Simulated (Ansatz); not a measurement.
**H2Br (doublet): wave-function methods side by side at distance Br1–H2 along a hydrogen transfer = 1.695 Å, cc-pVTZ**

How much of the correlation energy of H2Br (doublet) does each wave-function method recover here?

Program: Ansatz 0.2.0, Gaussian basis. Level of theory: cc-pVTZ, core rule «outside noble gas», up to 14 orbitals frozen. These are calculated values, not measurements.

The runs, in order: UHF; CCSD(T) on ROHF; CCSD(T) on UHF; BCCD(T) on ROHF; CISD; CCSDT(Q) on ROHF; CCSDT(Q) on UHF; CASSCF and MRCISD+Q, 3 electrons in 3 orbitals; CASSCF and NEVPT2, 3 electrons in 3 orbitals; CASSCF and MRCISD+Q, 9 electrons in 6 orbitals; CASSCF and NEVPT2, 9 electrons in 6 orbitals.

4 further runs of the same task are left out: 4 that didn't finish.

### Step 1. The geometry

The geometry derives from fragments relaxed apart (PBE0/def2-TZVP) and kept rigid, so it is no stationary point. A hydrogen atom is moved between rigid fragments. No spin-orbit coupling is included. The filled d shell of Br may be among the frozen orbitals whatever the setting's name suggests; the logs give the count.

3 atoms, charge 0, spin multiplicity 2.

Atoms are counted from 1 here; the program's logs count them from 0.

Bond lengths: Br1–H2 1.695 Å, H2–H3 0.745 Å. Angles: Br1–H2–H3 180.0°.

### Step 2. UHF

File in.yaml:

```yaml
crystal:
  periodic: [false, false, false]
  atoms:
    - {symbol: Br, position_ang: [0.000000, 0.000000, -1.378333]}
    - {symbol: H, position_ang: [0.000000, 0.000000, 0.316667]}
    - {symbol: H, position_ang: [0.000000, 0.000000, 1.061667]}
basis:
  gaussian: {orbitals: cc-pVTZ}
magnetization: {spin_polarized: true, initial_magnetization: 1}
hamiltonian: {xc: hf}
output: {orbitals: {seedname: orbitals}}
```

Command:

```sh
ansatz run in.yaml --threads 1 --pin off --events-out ev --progress --plain --max-ram 2393MiB
```

After this run come: CCSD(T) on ROHF; CCSD(T) on UHF; BCCD(T) on ROHF; CISD; CCSDT(Q) on ROHF; CCSDT(Q) on UHF; CASSCF and MRCISD+Q, 3 electrons in 3 orbitals; CASSCF and NEVPT2, 3 electrons in 3 orbitals; CASSCF and MRCISD+Q, 9 electrons in 6 orbitals; CASSCF and NEVPT2, 9 electrons in 6 orbitals.

Q: Predict the results of all the runs planned. Wanted: UCCSDT(Q) below the RHF energy; RMP2 from UCCSDT(Q); UMP2 from UCCSDT(Q); RCCSD from UCCSDT(Q); RCCSD(T) from UCCSDT(Q); UCCSD(T) from UCCSDT(Q); RCCSDT(Q) from UCCSDT(Q); NEVPT2 pair from UCCSDT(Q); MRCISD+Q pair from UCCSDT(Q).

As calculated:

| quantity | value |
| --- | --- |
| UCCSDT(Q) below the RHF energy | -5.9523 eV |
| RMP2 from UCCSDT(Q) | +863.0 meV |
| UMP2 from UCCSDT(Q) | +885.8 meV |
| RCCSD from UCCSDT(Q) | +194.5 meV |
| RCCSD(T) from UCCSDT(Q) | +24.0 meV |
| UCCSD(T) from UCCSDT(Q) | +22.9 meV |
| RCCSDT(Q) from UCCSDT(Q) | +2.0 meV |
| NEVPT2 pair from UCCSDT(Q) | +855.7 meV |
| MRCISD+Q pair from UCCSDT(Q) | +63.6 meV |
| NEVPT2 valence from UCCSDT(Q) | +1300.0 meV |
| levels within 1 kcal/mol (43 meV) | RCCSD(T), UCCSD(T), BCCD(T), RCCSDT, UCCSDT, RCCSDT(Q) |
| T1 diagnostic | 0.020 |
| effectively unpaired electrons | 1.01 |

What this shows: RCCSD(T) lands +24.0 meV from the yardstick (0.4 % of the correlation energy). One determinant dominates. Of the multireference levels listed MRCISD+Q valence comes nearest in total energy (+61.3 meV), which doesn't show that its space is the better one. These misses are within one basis, not against nature; the frozen cores of restricted and unrestricted runs differ, which can shift their rows.
